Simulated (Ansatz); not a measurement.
# HfCl+ (triplet): wave-function methods side by side, def2-QZVPP

One table from this session's results is given with a row withheld; the runs are named, their logs left out.

The runs use Ansatz 0.2.0, Gaussian basis; def2-QZVPP, core rule «outside noble gas», up to 9 orbitals frozen.

The runs, in order: UHF; ROHF; CCSD(T) on UHF.

2 further runs of the same task are left out: 2 set aside as unsound or not needed.

## The geometry

The geometry is a PBE0/def2-TZVP stationary point (not a proven minimum) of the parent state, kept for this charge and spin. No spin-orbit coupling is included. Elements past krypton take def2 core potentials.

2 atoms, charge 1, spin multiplicity 3.

Atoms are counted from 1 here; the program's logs count them from 0.

Bond lengths: Hf1–Cl2 2.304 Å.

The first run:

The input, in.yaml:

```yaml
crystal:
  periodic: [false, false, false]
  atoms:
    - {symbol: Hf, position_ang: [0.000000, 0.000000, 0.000000]}
    - {symbol: Cl, position_ang: [0.000000, 0.000000, 2.304299]}
basis:
  gaussian: {orbitals: "def2-QZVPP.json"}
total_charge: 1
magnetization: {spin_polarized: true, initial_magnetization: 2}
hamiltonian: {xc: hf}
output: {orbitals: {seedname: orbitals}}
```

Started as:

```
> ansatz run in.yaml --threads 1 --pin off --events-out ev --progress --plain --max-ram 4096MiB --backend cpu
```

Among the steps run: UHF; ROHF; CCSD(T) on UHF.

One table of the session follows, with a row left open; its other results are not shown here.

```
  method  from UCCSD(T) (kcal/mol)
    ROHF                   +176.26
     UHF                   +173.80
    UMP2                    +18.88
   UCCSD                         ?
UCCSD(T)                         0
```

Estimate the missing values for UCCSD.

The run gave: from UCCSD(T) (kcal/mol): +8.78. In the column «from UCCSD(T) (kcal/mol)» it lies between UCCSD(T) (0) and UMP2 (+18.88).
